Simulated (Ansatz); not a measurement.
# YbBi (CsCl type): a single-point run

Wanted: a converged single-point run for YbBi (CsCl type), and a check of what comes out. The structure is shown as the input types it.

Method: DFT PBE+U, scalar-relativistic, plane waves, PAW, in Ansatz 0.2.0.

3 further runs of the same task are left out: 1 for a known fault of the program, 2 that didn't finish.

## Step 1: The system as given

The structure is cubic, space group Pm-3m (No. 221). Conventional cell: a = 3.978 Å, b = 3.978 Å, c = 3.978 Å, α = 90.00°, β = 90.00°, γ = 90.00°. Yb (site symmetry m-3m) is surrounded by 8 Bi at 3.45 Å. Bi (site symmetry m-3m) has 8 Yb at 3.45 Å as nearest neighbours.

Coordinates:

```cif
data_structure
_symmetry_space_group_name_H-M 'P 1'
_symmetry_Int_Tables_number 1
_cell_length_a 3.9783
_cell_length_b 3.9783
_cell_length_c 3.9783
_cell_angle_alpha 90.000
_cell_angle_beta 90.000
_cell_angle_gamma 90.000
_cell_volume 62.96
loop_
_atom_site_label
_atom_site_type_symbol
_atom_site_fract_x
_atom_site_fract_y
_atom_site_fract_z
_atom_site_occupancy
Yb1 Yb 0.00000 0.00000 0.00000 1
Bi1 Bi 0.50000 0.50000 0.50000 1
```

## Step 2: Running it

input.yaml reads:

```yaml
crystal:
  lattice:
    - [3.9782629517, 0.0, 0.0]
    - [0.0, 3.9782629517, 0.0]
    - [0.0, 0.0, 3.9782629517]
  atoms:
    - { symbol: Yb, position: [0.0, 0.0, 0.0], spin: 2.0 }
    - { symbol: Bi, position: [0.5, 0.5, 0.5] }
basis:
  ecutwfc: 420
  ecutrho_ratio: 4
kpoints:
  mp_grid: { grid: [8, 8, 8] }
hamiltonian:
  xc: pbe
  hubbard: { sites: [{ species: Yb, l: f, u_eff: 6.0 }] }
scf:
  occupations: { method: gaussian, width: 0.05 }
  max_iter: 80
output:
  forces: true
  stress: true
```

Run with:

```console
$ ansatz run input.yaml --threads 2 --pin off --max-ram 2662MiB --backend cpu --events-out ev --progress --plain --runs-dir out
```

**Question.** How will this run end, and is anything wrong with its input?

The run ended at the input check. Its message: «inconsistent input (magnetization.spin_polarized): false but per-atom `spin:`, `per_species`, `initial_magnetization`, `magnetic_field`, or `spin_locking` is set»

In the input, magnetization.spin_polarized is missing. The atoms carry spins in the input while the run has one spin channel.

Remedy: make the spin settings agree.
